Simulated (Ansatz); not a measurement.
**PbF2: response to strain**

Aim: deform PbF2 (equal xy, yz and zx engineering shear strains of -2 %) and compute stress, forces and field gradients with LAPW, PAW and all-electron datasets made for the crystal.

Computed with Ansatz 0.2.0 (DFT LDA, scalar-relativistic, unless a step's input says otherwise).

## Step 1: Starting point

The structure is cubic, space group Fm-3m (No. 225). The conventional cell has a = 5.940 Å, b = 5.940 Å, c = 5.940 Å, α = 90.00°, β = 90.00°, γ = 90.00°. Pb (site symmetry m-3m) is surrounded by 8 F at 2.57 Å. F (site symmetry -43m) has 4 Pb at 2.57 Å in its first shell of neighbours.

Structure file:

```
Pb F
1.0
     0.00000    2.96985    2.96985
     2.96985    0.00000    2.96985
     2.96985    2.96985    0.00000
Pb F
1 2
Cartesian
  0.0000 0.0000 0.0000
  1.4849 1.4849 1.4849
  4.4548 4.4548 4.4548
```

Atoms are numbered in the order of the input: Pb1, F2, F3.

## Step 2: After the deformation

Space group Fm-3m before, R-3m after.

## Step 3: LAPW, all electrons

File input.yaml:

```yaml
crystal:
  lattice:
    - [-0.059397, 2.9401515, 2.9401515]
    - [2.9401515, -0.059397, 2.9401515]
    - [2.9401515, 2.9401515, -0.059397]
  atoms:
    - { symbol: Pb, position: [0.0, 0.0, 0.0] }
    - { symbol: F, position: [0.25, 0.25, 0.25] }
    - { symbol: F, position: [0.75, 0.75, 0.75] }
kpoints:
  mp_grid: { grid: [7, 7, 7] }
  band_path:
    path:
      - [0.0, 0.0, 0.0]
      - [0.5, 0.5, 0.5]
      - [0.2551801333, 0.5, 0.7448198667]
      - [-0.2551801333, 0.2551801333, 0.5]
      - [0.0, 0.0, 0.5]
      - [0.0, 0.0, 0.0]
      - [-0.3775900666, 0.0, 0.3775900666]
      - [0.0, 0.3775900666, 0.6224099334]
      - [0.0, 0.5, 0.5]
    npoints: 5
scf:
  occupations: { method: fermi_dirac, width: 0.03 }
hamiltonian:
  xc: lda
  pseudopotentials: { kind: all_electron, lapw: { basis_error: 0.0005 } }
output:
  forces: true
  stress: true
  eigenvalues: true
```

Command:

```
$ ansatz run input.yaml --threads 1 --pin off --max-ram 4096MiB --backend cpu --events-out ev --progress --plain --runs-dir out
```

## Step 4: Frozen-core PAW

File input.yaml:

```yaml
crystal:
  lattice:
    - [-0.059397, 2.9401515, 2.9401515]
    - [2.9401515, -0.059397, 2.9401515]
    - [2.9401515, 2.9401515, -0.059397]
  atoms:
    - { symbol: Pb, position: [0.0, 0.0, 0.0] }
    - { symbol: F, position: [0.25, 0.25, 0.25] }
    - { symbol: F, position: [0.75, 0.75, 0.75] }
kpoints:
  mp_grid: { grid: [7, 7, 7] }
scf:
  occupations: { method: fermi_dirac, width: 0.03 }
hamiltonian:
  xc: lda
  pseudopotentials: { kind: paw }
output:
  forces: true
  stress: true
  eigenvalues: true
  efg: { contact_densities: true }
  write_density: true
  write_potential: true
  elf: true
  volumetric_format: npy
```

## Step 5: All-electron PAW on datasets made for the crystal

Changes to input.yaml since step 4:

```diff
@@ -15,3 +15,3 @@
   xc: lda
-  pseudopotentials: { kind: paw }
+  pseudopotentials: { kind: all_electron, datasets: crystal }
 output:
@@ -21,5 +21 @@
   efg: { contact_densities: true }
-  write_density: true
-  write_potential: true
-  elf: true
-  volumetric_format: npy
```

(Steps that only read results are left out.)

Q: Predict the outcome of this session. Wanted: pressure; largest shear or deviatoric stress.

**Answer**, as computed:

| quantity | value |
| --- | --- |
| pressure | LAPW -4.78, PAW -4.81, crystal datasets -4.78 GPa |
| largest shear or deviatoric stress (LAPW) | 0.61 GPa |

In words: The largest part of the stress beyond the pressure is 0.61 GPa in size; the atoms are carried along and not relaxed. No run of the undeformed cell stands beside it, so pressure and stress hold what the given cell had before the change, as far as its symmetry allows. PAW: stress within 0.04 GPa of LAPW, forces within 1 meV/Å. Crystal datasets: stress within 0.01 GPa of LAPW, forces within 1 meV/Å. Spin-orbit coupling is left out, though the cell holds Pb; in elements this heavy it can shift bands and gaps by tenths of an eV.

The gaps are Kohn-Sham values of a semilocal functional, not quasiparticle or optical gaps. Such gaps usually fall short of the measured ones; spin-orbit coupling, left out here, narrows gaps with Pb, so the two errors partly cancel.
